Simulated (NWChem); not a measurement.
# Si2HF5 (SMILES F[SiH](F)[Si](F)(F)F) at 4 levels

Wanted: a comparison of 4 runs (HF/STO-3G, HF/3-21G, B3LYP/6-31G*) of Si2HF5. 

Program for the calculation: NWChem 7.3.0.

**1. The system as given**

Si2HF5 has 8 atoms, charge 0, and is taken as a singlet. As SMILES, `F[SiH](F)[Si](F)(F)F`. The coordinates come from a PBE0-D4/def2-TZVP relaxation.

Bond lengths: F1–Si2 1.586 Å, Si2–F3 1.586 Å, Si2–Si4 2.346 Å, Si4–F5 1.578 Å, Si4–F6 1.578 Å, Si4–F7 1.576 Å, Si2–H8 1.477 Å. Some angles: F1–Si2–F3 108.2°, F1–Si2–Si4 108.1°, F3–Si2–Si4 108.1°, Si2–Si4–F5 110.7°, Si2–Si4–F6 110.7°, Si2–Si4–F7 112.0°, F5–Si4–F6 107.5°, F5–Si4–F7 107.9°, F6–Si4–F7 107.9°, F1–Si2–H8 108.7°.

**2. Energy and gradient at HF/STO-3G (run 1)**

f5hsi2.xyz

```xyz
8
F5HSi2 hf
F      1.201900    -0.681000     1.775000
Si     0.187500    -1.009900     0.601000
F      0.882300    -2.044100    -0.380600
Si    -0.210200     0.970400    -0.592200
F     -1.186800     0.705700    -1.803700
F     -0.886600     2.054200     0.334900
F      1.119800     1.589500    -1.169200
H     -1.015500    -1.642100     1.179100
```

f5hsi2.nw

```
start f5hsi2
title "F5HSi2 hf"
memory stack 880 mb heap 220 mb global 1100 mb
charge 0

geometry noautosym nocenter noautoz
  load format xyz f5hsi2.xyz
end

basis spherical bse
  F library STO-3G
  Si library STO-3G
  H library STO-3G
end

scf
  thresh 1e-08
  maxiter 80
  print medium
end

task scf gradient
```

Command:

```bash
$ nwchem f5hsi2.nw > f5hsi2.out
```

Standard output:

```text
[...]
  functions       =    44
[...]
  wavefunction    = RHF
[...]
         Total SCF energy =  -1062.089185312748
      One-electron energy =  -2497.911084049643
      Two-electron energy =    931.198930312987
 Nuclear repulsion energy =    504.622968423909
        Time for solution =      2.0s
[...]
                         RHF ENERGY GRADIENTS
    atom               coordinates                        gradient
                 x          y          z           x          y          z
   1 F       2.271262  -1.286903   3.354264   -0.018096  -0.000299  -0.019505
   2 Si      0.354324  -1.908434   1.135725    0.050671  -0.023078   0.007191
   3 F       1.667305  -3.862789  -0.719230   -0.013384   0.019528   0.011904
   4 Si     -0.397220   1.833790  -1.119096   -0.003952   0.047673  -0.029575
   5 F      -2.242727   1.333580  -3.408499    0.013116  -0.001168   0.018363
   6 F      -1.675431   3.881875   0.632869    0.009252  -0.018478  -0.009090
   7 F       2.116115   3.003719  -2.209468   -0.017284  -0.012182   0.010115
   8 H      -1.919017  -3.103119   2.228176   -0.020323  -0.011996   0.010597
[...]
```

Run time: 3 s. Hardware: 1 thread of Intel Xeon Platinum 8559C (Emerald Rapids), shared host; peak memory 0.1 GiB.

**3. Energy and forces at HF/3-21G (run 2)**

f5hsi2.nw

```
start f5hsi2
memory stack 880 mb heap 220 mb global 1100 mb
geometry noautosym nocenter noautoz
  F        1.201900      -0.681000       1.775000
  Si       0.187500      -1.009900       0.601000
  F        0.882300      -2.044100      -0.380600
  Si      -0.210200       0.970400      -0.592200
  F       -1.186800       0.705700      -1.803700
  F       -0.886600       2.054200       0.334900
  F        1.119800       1.589500      -1.169200
  H       -1.015500      -1.642100       1.179100
end
basis spherical bse
  * library 3-21G
end
scf
  singlet
  rhf
  thresh 1e-08
  maxiter 80
  print low
end
task scf gradient
```

Command:

```bash
$ nwchem f5hsi2.nw > f5hsi2.out
```

Standard output:

```text
[...]
  functions       =    73
[...]
  wavefunction    = RHF
[...]
         Total SCF energy =  -1070.186929909747
      One-electron energy =  -2497.079691188143
      Two-electron energy =    922.269792854488
 Nuclear repulsion energy =    504.622968423908
        Time for solution =      2.9s
[...]
                         RHF ENERGY GRADIENTS
    atom               coordinates                        gradient
                 x          y          z           x          y          z
   1 F       2.271262  -1.286903   3.354264   -0.021446  -0.006678  -0.020270
   2 Si      0.354324  -1.908434   1.135725    0.041687  -0.016555   0.004393
   3 F       1.667305  -3.862789  -0.719230   -0.015630   0.017853   0.018582
   4 Si     -0.397220   1.833790  -1.119096   -0.007859   0.040480  -0.024438
   5 F      -2.242727   1.333580  -3.408499    0.015999   0.001845   0.020238
   6 F      -1.675431   3.881875   0.632869    0.011298  -0.019169  -0.013132
   7 F       2.116115   3.003719  -2.209468   -0.021159  -0.012425   0.010813
   8 H      -1.919017  -3.103119   2.228176   -0.002888  -0.005350   0.003814
 Task  times  cpu:        3.4s     wall:        3.4s
 Total times  cpu:        3.5s     wall:        3.5s
```

Run time: 4.2 s. Hardware: 1 thread of Intel Xeon Platinum 8559C (Emerald Rapids), shared host; peak memory 0.1 GiB.

Run 3 isn't shown in full; the table further down has it.

**4. Energy and gradient at B3LYP/6-31G(d) (Cartesian functions) (run 4)**

m1.nw

```
start m1
title "F5HSi2"
memory 2200 mb
charge 0

geometry units atomic noautosym nocenter noautoz
 F    2.27126183  -1.28690349   3.35426387
 Si   0.35432365  -1.90843441   1.13572540
 F    1.66730536  -3.86278917  -0.71922976
 Si  -0.39722043   1.83379023  -1.11909581
 F   -2.24272696   1.33357973  -3.40849901
 F   -1.67543118   3.88187541   0.63286928
 F    2.11611531   3.00371968  -2.20946778
 H   -1.91901688  -3.10311927   2.22817607
end

basis
 * library 6-31G*
end

dft
 xc b3lyp
 grid fine
 convergence energy 1e-08
 iterations 100
 mulliken
end

task dft gradient
```

Command:

```bash
$ nwchem m1.nw > m1.out
```

Standard output:

```text
[...]
          Wavefunction type:  closed shell.
          No. of atoms     :     8
          No. of electrons :    74
[...]
          Charge           :     0
          Spin multiplicity:     1
[...]
          AO basis - number of functions:   115
[...]
              XC Information
              --------------
                         B3LYP Method XC Potential
                     Hartree-Fock (Exact) Exchange  0.200
                        Slater Exchange Functional  0.800 local
                    Becke 1988 Exchange Functional  0.720 non-local
              Lee-Yang-Parr Correlation Functional  0.810
                  VWN I RPA Correlation Functional  0.190 local
[...]
 d= 0,ls=0.0,diis     1  -1078.9258796560 -1.58D+03  2.02D-02  1.70D+00     2.9
[...]
 d= 0,ls=0.0,diis    10  -1079.1016907895 -3.92D-10  8.69D-08  2.62D-10    22.7
         Total DFT energy =    -1079.101690789471
      One electron energy =    -2505.767424941985
           Coulomb energy =     1016.952027990075
    Exchange-Corr. energy =      -94.909226157133
 Nuclear repulsion energy =      504.622932319572
[...]
      Total Density - Mulliken Population Analysis
     ---------------------------------------------
    Atom       Charge   Shell Charges
 -----------   ------   -------------------------------------------------------
    1 F    9     9.35   1.99  0.95  3.32  0.93  2.08  0.07
    2 Si  14    13.20   2.00  1.99  5.96  1.01  1.56  0.18  0.25  0.25
    3 F    9     9.35   1.99  0.95  3.32  0.93  2.08  0.07
    4 Si  14    12.97   2.00  1.99  5.96  0.98  1.39  0.06  0.28  0.30
    5 F    9     9.35   1.99  0.95  3.32  0.92  2.08  0.08
    6 F    9     9.35   1.99  0.95  3.32  0.92  2.08  0.08
    7 F    9     9.34   1.99  0.96  3.32  0.92  2.07  0.08
    8 H    1     1.09   0.51  0.58
[...]
  wavefunction    = closed shell
                         DFT ENERGY GRADIENTS
    atom               coordinates                        gradient
                 x          y          z           x          y          z
   1 F       2.271262  -1.286903   3.354264   -0.008442  -0.003144  -0.010373
   2 Si      0.354324  -1.908434   1.135725    0.012115  -0.007890   0.003281
   3 F       1.667305  -3.862789  -0.719230   -0.005572   0.008899   0.008716
   4 Si     -0.397220   1.833790  -1.119096   -0.002184   0.014802  -0.009039
   5 F      -2.242727   1.333580  -3.408499    0.009041   0.002915   0.011188
   6 F      -1.675431   3.881875   0.632869    0.006197  -0.009795  -0.008984
   7 F       2.116115   3.003720  -2.209468   -0.012893  -0.005639   0.005371
   8 H      -1.919017  -3.103119   2.228176    0.001738  -0.000148  -0.000161
[...]
```

Wall time 28 s (1 thread of Intel Xeon Platinum 8559C (Emerald Rapids), shared host); peak memory 0.13 GiB.

**5. All runs side by side**

```
run                               level  iteration cap  module   energy (Eh)  dipole moment (D)  HOMO energy (eV)  LUMO energy (eV)  wall time
  1                           HF/STO-3G             80     scf  -1062.089185               1.13             -8.37              9.51        3 s
  2                            HF/3-21G             80     scf  -1070.186930                  –                 –                 –      4.2 s
  3  B3LYP/6-31G* (spherical functions)            100     dft  -1079.090868               1.37             -9.05             -0.73       28 s
  4  B3LYP/6-31G* (Cartesian functions)            100     dft  -1079.101691               1.37             -9.05             -0.77       28 s
```

**6. Results**

```
                       quantity           value
            run 4: total energy  -1079.10169 Eh
           run 4: dipole moment          1.37 D
             run 4: HOMO energy        -9.05 eV
             run 4: LUMO energy        -0.77 eV
           run 4: HOMO–LUMO gap         8.28 eV
run 4: largest force on an atom      0.899 eV/Å
```

Over runs 1, 3, 4 the dipole moment (its size) runs from 1.13 D (HF/STO-3G) to 1.37 D (B3LYP/6-31G*). The two ends differ in method and basis. Over runs 1, 3, 4 the HOMO–LUMO gap runs from 8.28 eV (B3LYP/6-31G*) to 17.87 eV (HF/STO-3G). In run 1 the basis is minimal, so the values are rough. All runs together took 63 s, the longest 28 s.
